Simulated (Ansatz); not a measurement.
# GeH2OS: a ladder of functionals and wavefunction methods

How much do the methods differ for GeH2OS? The plan is to run it at one geometry with functionals of several rungs and with coupled cluster, and see how far each lands from CCSD(T) at the basis-set limit for the atomisation energy.

Method: functionals in def2-TZVPP, the program's frozen cores in correlated methods; program: Ansatz 0.2.0, Gaussian basis.

The runs, in order: LDA (SPW92), PBE-D4, revPBE-D4, BLYP-D4, r2SCAN-D4, B97M-V, PBE0-D4, B3LYP-D4, r2SCANh-D4, r2SCAN0-D4, HSE06-D4, BHLYP-D4, CAM-B3LYP-D4, LC-ωPBE, ωB97X-V, ωB97M-V, B2PLYP, PBE-QIDH; CCSD(T)/def2-SVP; CCSD(T)/def2-TZVPP; MP2/def2-QZVPP; extrapolation to the limit; RPA on PBE.

### 1 Structure used throughout

All runs share one geometry, relaxed beforehand with PBE0-D4 in a triple-zeta def2 set.

SMILES `[OH][Ge][SH]`, 5 atoms, charge 0, spin multiplicity 1.

Atoms are counted from 1 here; the program's logs count them from 0.

Bond lengths: O1–Ge2 1.782 Å, O1–H4 0.961 Å, Ge2–S3 2.260 Å, S3–H5 1.343 Å. Angles: Ge2–O1–H4 117.4°, O1–Ge2–S3 97.9°, Ge2–S3–H5 93.6°.

### 2 LDA

This LDA is Slater exchange with PW92 correlation.

Contents of in.yaml:

```yaml
crystal:
  periodic: [false, false, false]
  atoms:
    - {symbol: O, position_ang: [-1.346040, -1.001263, 0.399812]}
    - {symbol: Ge, position_ang: [-0.897419, 0.628925, -0.164199]}
    - {symbol: S, position_ang: [1.343253, 0.336538, -0.206293]}
    - {symbol: H, position_ang: [-0.632530, -1.625174, 0.561369]}
    - {symbol: H, position_ang: [1.582736, 1.587373, -0.632091]}
basis:
  gaussian: {orbitals: def2-TZVPP}
hamiltonian: {xc: lda}
output: {orbitals: {seedname: orbitals}}
```

Further steps of the session: PBE-D4 (GGA); revPBE-D4 (GGA); BLYP-D4 (GGA); r2SCAN-D4 (meta-GGA); B97M-V (meta-GGA); PBE0-D4 (hybrid); B3LYP-D4 (hybrid); r2SCANh-D4 (hybrid); r2SCAN0-D4 (hybrid); HSE06-D4 (hybrid); BHLYP-D4 (hybrid); CAM-B3LYP-D4 (range-separated); LC-ωPBE-D4 (range-separated); ωB97X-V (range-separated); ωB97M-V (range-separated); B2PLYP (double hybrid); PBE-QIDH (double hybrid); CCSD(T) in def2-SVP; CCSD(T) in def2-TZVPP; MP2 in def2-QZVPP; RPA on PBE orbitals.

Q: Predict the results of all the runs planned. Wanted: atomisation energy, CCSD(T)/CBS; farthest beyond LDA; mean size of error, GGA; mean size of error, meta-GGA; mean size of error, hybrid; mean size of error, range-separated; mean size of error, double hybrid; gap, smallest and largest; T1 diagnostic.

The runs gave:

```
                               quantity                                         value
        atomisation energy, CCSD(T)/CBS                                 1597.6 kJ/mol
 functionals within 16.0 kJ/mol (1.0 %)  BLYP-D4, r2SCAN-D4, B97M-V, ωB97X-V, ωB97M-V
                    farthest beyond LDA                       BHLYP-D4 (-98.5 kJ/mol)
                mean size of error, GGA                                   17.9 kJ/mol
           mean size of error, meta-GGA                                    3.5 kJ/mol
             mean size of error, hybrid                                   42.5 kJ/mol
    mean size of error, range-separated                                   21.6 kJ/mol
      mean size of error, double hybrid                                   41.4 kJ/mol
              gap, smallest and largest      3.52 eV (LDA (SPW92)), 9.96 eV (LC-ωPBE)
                          T1 diagnostic                                        0.0148
triples share of the correlation energy                                         4.1 %
```

In words: LDA overbinds by 274.6 kJ/mol (17 %). PBE-D4 is off by +32.4 kJ/mol. Double hybrids carry the basis error of their MP2 part in triple zeta, and no dispersion term here, so their miss is partly the set-up's. Taken by rung, meta-GGA functionals do best (3.5 kJ/mol on average) and hybrid ones worst beyond LDA (42.5 kJ/mol). The mean of the hybrids holds BHLYP, with half exact exchange. Misses under about 16.0 kJ/mol are within the doubt on the reference itself, which lacks core-valence correlation, relativity and higher excitations, and its outer-core shells are covered unevenly. Hartree-Fock recovers 64 % of the binding; the rest is correlation. CCSD(T) in def2-SVP is off by -172.7 kJ/mol, worse than the median functional, from the basis alone. Orbital gaps span 3.5 to 10.0 eV; exact exchange widens them. Correlated methods include outer-core shells of Ge, which these sets cover unevenly.
